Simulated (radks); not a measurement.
**Polarisabilities and dispersion coefficients of Kr, Rb⁺, Sr²⁺ and others**

One table from this session's results is given with a row withheld; the runs are named, their logs left out.

The numbers are computed with radks (a radial shooting solver on a logarithmic mesh, Libxc functionals) version 1 (scalar-relativistic Kohn-Sham, PBE, spin-polarised, spherical densities, finite nucleus), except any that are marked as measured or tabulated.

## What is computed

| Quantity | Value |
| --- | --- |
| species | Kr ([Kr]), Rb⁺ ([Kr]), Sr²⁺ ([Kr]), Zr⁴⁺ ([Kr]), Nb⁵⁺ ([Kr]), Mo⁶⁺ ([Kr]), Tc⁷⁺ ([Kr]), Ru⁸⁺ ([Kr]) |

The first run:

The run's settings:

```text
Z 36
configuration [Kr]
relativity scalar-relativistic
functional pbe,pbe
spin polarised
nucleus finite rms 4.1884 fm
c 137.035999084
response adiabatic LDA kernel
```

Steps of the session up to this table: Kr, [Kr]; Rb⁺, [Kr]; Sr²⁺, [Kr]; Zr⁴⁺, [Kr]; Nb⁵⁺, [Kr]; Mo⁶⁺, [Kr]; Tc⁷⁺, [Kr]; Ru⁸⁺, [Kr].

One table of the session follows, with a row left open; its other results are not shown here.

| species | −ε(HOMO) (eV) | α (bohr³) | α uncoupled (bohr³) | C6 (hartree bohr⁶) | C8 (hartree bohr⁸) |
| --- | --- | --- | --- | --- | --- |
| Kr | 9.247 | 18.15 | 27.83 | 141.1 | 4596 |
| Rb⁺ | ? | ? | ? | ? | ? |
| Sr²⁺ | 36.517 | 5.934 | 9.380 | 29.51 | 502.8 |
| Zr⁴⁺ | 72.801 | 2.986 | 4.742 | 10.75 | 122.9 |
| Nb⁵⁺ | 94.006 | 2.273 | 3.607 | 7.138 | 69.44 |
| Mo⁶⁺ | 117.17 | 1.782 | 2.824 | 4.943 | 41.60 |
| Tc⁷⁺ | 142.26 | 1.431 | 2.262 | 3.536 | 26.08 |
| Ru⁸⁺ | 169.23 | 1.170 | 1.845 | 2.598 | 16.96 |

**Question.** Estimate the row for Rb⁺.

**Answer.** −ε(HOMO) (eV): 21.651; α (bohr³): 9.471; α uncoupled (bohr³): 14.84; C6 (hartree bohr⁶): 57.56; C8 (hartree bohr⁸): 1284. In the column «−ε(HOMO) (eV)» it lies between Kr (9.247) and Sr²⁺ (36.517).

What this shows: Uncoupled leaves out the potential induced by the response; C8 is given only where no p, d or f shell is open.
